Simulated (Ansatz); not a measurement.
# BGe2 (sextet): from Hartree-Fock to the top rungs, cc-pVDZ

The task here is to estimate one member of a computed series from the others.

Computed with Ansatz 0.2.0, Gaussian basis. Level: cc-pVDZ, core rule «outside noble gas», up to 29 orbitals frozen.

To be run: UHF; CCSD(T) on ROHF; CCSD(T) on UHF; BCCD(T) on ROHF; CISD as a restricted active space (open shells left free, so some higher excitations enter); CCSDT(Q) on ROHF; CCSDT(Q) on UHF; CASSCF and MRCISD+Q, 11 electrons in 11 orbitals; CASSCF and NEVPT2, 11 electrons in 11 orbitals.

25 further runs of the same task are left out: 1 for a known fault of the program, 14 that didn't finish, 10 set aside as unsound or not needed. Runs told in other sessions of the task aren't counted.

### The system

The geometry is a PBE0/def2-TZVP stationary point (not a proven minimum) of the parent state, kept for this charge and spin. No spin-orbit coupling is included. The filled d shell of Ge may be among the frozen orbitals whatever the setting's name suggests.

3 atoms, charge 0, spin multiplicity 6.

Atoms are counted from 1 here; the program's logs count them from 0.

Bond lengths: Ge1–B2 2.025 Å, B2–Ge3 2.025 Å. Angles: Ge1–B2–Ge3 180.0°.

The first run:

Input file in.yaml:

```yaml
crystal:
  periodic: [false, false, false]
  atoms:
    - {symbol: Ge, position_ang: [0.000000, 0.000000, 2.025400]}
    - {symbol: B, position_ang: [0.000000, 0.000000, 0.000000]}
    - {symbol: Ge, position_ang: [0.000000, 0.000000, -2.025400]}
basis:
  gaussian: {orbitals: cc-pVDZ}
magnetization: {spin_polarized: true, initial_magnetization: 5}
hamiltonian: {xc: hf}
output: {orbitals: {seedname: orbitals}}
```

Launch:

```
$ ansatz run in.yaml --threads 1 --pin off --events-out ev --progress --plain --max-ram 2393MiB
```

Among the steps run: UHF; CCSD(T) on ROHF; CCSD(T) on UHF; BCCD(T) on ROHF; CISD as a restricted active space (open shells left free, so some higher excitations enter); CCSDT(Q) on ROHF; CCSDT(Q) on UHF; CASSCF and MRCISD+Q, 11 electrons in 11 orbitals; CASSCF and NEVPT2, 11 electrons in 11 orbitals.

One of the session's tables, all rows but one given; the rest of the session is left out.

```
           method  from RCCSDT(Q) (meV)
             RMP2               +1306.3
             UMP2               +1342.0
             CISD                +966.8
            RCCSD                +467.4
            UCCSD                +443.7
         RCCSD(T)                +100.3
         UCCSD(T)                 +81.8
          BCCD(T)                +102.6
           RCCSDT                 +34.6
           UCCSDT                 +15.2
        RCCSDT(Q)                     0
        UCCSDT(Q)                 -21.0
  CASSCF frontier                     ?
  NEVPT2 frontier                +978.6
  MRCISD frontier                +404.7
MRCISD+Q frontier                 +20.6
```

Estimate the missing values for CASSCF frontier.

**Answer.** from RCCSDT(Q) (meV): +4276.7. In the column «from RCCSDT(Q) (meV)» it is the highest.

Left out of the table: ROHF, UHF (another determinant or state than the rows shown).

To keep in mind: Warnings: coupled cluster took another determinant than the lowest. Restricted and unrestricted rows rest on different reference determinants; a gap between their highest levels can come from leftover correlation error, from unlike frozen cores or from another state.
